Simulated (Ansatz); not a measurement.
# C₂H₇BO₂S: up Jacob's ladder to CCSD(T)

How much do the methods differ for C₂H₇BO₂S? The plan is to run it at one geometry with functionals of several rungs and with coupled cluster. The yardstick is the atomisation energy at the CCSD(T) limit.

Program: Ansatz 0.2.0, Gaussian basis. Level of theory: functionals in def2-TZVPP, the program's frozen cores in correlated methods. These are calculated values, not measurements.

Plan: PBE-D4, r2SCAN-D4, PBE0-D4, B3LYP-D4, ωB97X-V, ωB97M-V, B2PLYP; CCSD(T)/def2-TZVPP; MP2/def2-QZVPP; extrapolation to the limit.

## (1) The geometry

The geometry comes from an earlier relaxation with PBE0-D4 in a triple-zeta def2 set; it is a stationary point, not always the lowest conformer.

13 atoms, charge 0, spin multiplicity 1.

Atoms are counted from 1 here; the program's logs count them from 0.

Bond lengths: C1–C2 1.514 Å, C1–H7 1.092 Å, C1–H8 1.094 Å, C1–H9 1.091 Å, C2–S3 1.819 Å, C2–H10 1.090 Å, C2–H11 1.092 Å, S3–B4 1.815 Å, B4–O5 1.361 Å, B4–O6 1.367 Å, O5–H12 0.962 Å, O6–H13 0.959 Å. Angles: C2–C1–H7 111.1°, C2–C1–H8 110.2°, C2–C1–H9 110.7°, H7–C1–H8 108.3°, H7–C1–H9 108.4°, H8–C1–H9 108.1°, C1–C2–S3 113.4°, C1–C2–H10 111.4°, C1–C2–H11 111.2°, S3–C2–H10 107.8°, S3–C2–H11 104.8°, H10–C2–H11 107.9°, C2–S3–B4 102.3°, S3–B4–O5 120.4°, S3–B4–O6 120.7°, O5–B4–O6 118.8°, B4–O5–H12 111.5°, B4–O6–H13 114.3°.

## (2) PBE-D4 (GGA)

in.yaml

```yaml
crystal:
  periodic: [false, false, false]
  atoms:
    - {symbol: C, position_ang: [1.460260, -0.768106, -0.891642]}
    - {symbol: C, position_ang: [1.191420, 0.587833, -0.275133]}
    - {symbol: S, position_ang: [-0.482396, 1.216258, -0.612644]}
    - {symbol: B, position_ang: [-1.486112, 0.309426, 0.598067]}
    - {symbol: O, position_ang: [-0.897884, -0.542826, 1.481701]}
    - {symbol: O, position_ang: [-2.841953, 0.477174, 0.647474]}
    - {symbol: H, position_ang: [1.306960, -0.746400, -1.972262]}
    - {symbol: H, position_ang: [2.493218, -1.072413, -0.698107]}
    - {symbol: H, position_ang: [0.798439, -1.523245, -0.465573]}
    - {symbol: H, position_ang: [1.328947, 0.567650, 0.805742]}
    - {symbol: H, position_ang: [1.861731, 1.346489, -0.683701]}
    - {symbol: H, position_ang: [-1.545082, -0.940949, 2.071233]}
    - {symbol: H, position_ang: [-3.187560, 1.089101, -0.005154]}
basis:
  gaussian: {orbitals: def2-TZVPP}
hamiltonian: {xc: pbe, dispersion: d4}
output: {forces: true, orbitals: {seedname: orbitals}}
```

The run is started by

```sh
$ ansatz run in.yaml --threads 2 --pin off --events-out ev --progress --plain --max-ram 32768MiB --backend cuda --devices 0, --max-vram 18GiB
```

The runs that follow: r2SCAN-D4 (meta-GGA); PBE0-D4 (hybrid); B3LYP-D4 (hybrid); ωB97X-V (range-separated); ωB97M-V (range-separated); B2PLYP (double hybrid); CCSD(T) in def2-TZVPP; MP2 in def2-QZVPP.

**Question.** What will the summary of the whole plan be? Wanted: atomisation energy, CCSD(T)/CBS; farthest; mean size of error, hybrid; mean size of error, range-separated; gap, smallest and largest; T1 diagnostic; triples share of the correlation energy.

As calculated:

```
                               quantity                                 value
        atomisation energy, CCSD(T)/CBS                         5259.1 kJ/mol
 functionals within 26.3 kJ/mol (0.5 %)   PBE0-D4, B3LYP-D4, ωB97X-V, ωB97M-V
                               farthest                PBE-D4 (+118.5 kJ/mol)
             mean size of error, hybrid                           13.5 kJ/mol
    mean size of error, range-separated                           15.8 kJ/mol
              gap, smallest and largest  5.41 eV (PBE-D4), 11.91 eV (ωB97X-V)
                          T1 diagnostic                                0.0116
triples share of the correlation energy                                 3.9 %
```

In words: PBE-D4 misses by +118.5 kJ/mol. Double hybrids carry the basis error of their MP2 part in triple zeta, and no dispersion term here, so their miss is partly the set-up's. Misses under about 26.3 kJ/mol are within the doubt on the reference itself, which lacks core-valence correlation, relativity and higher excitations. Hartree-Fock recovers 73 % of the binding; the rest is correlation. The gap grows from 5.4 to 11.9 eV across the functionals, mostly with the share of exact exchange.
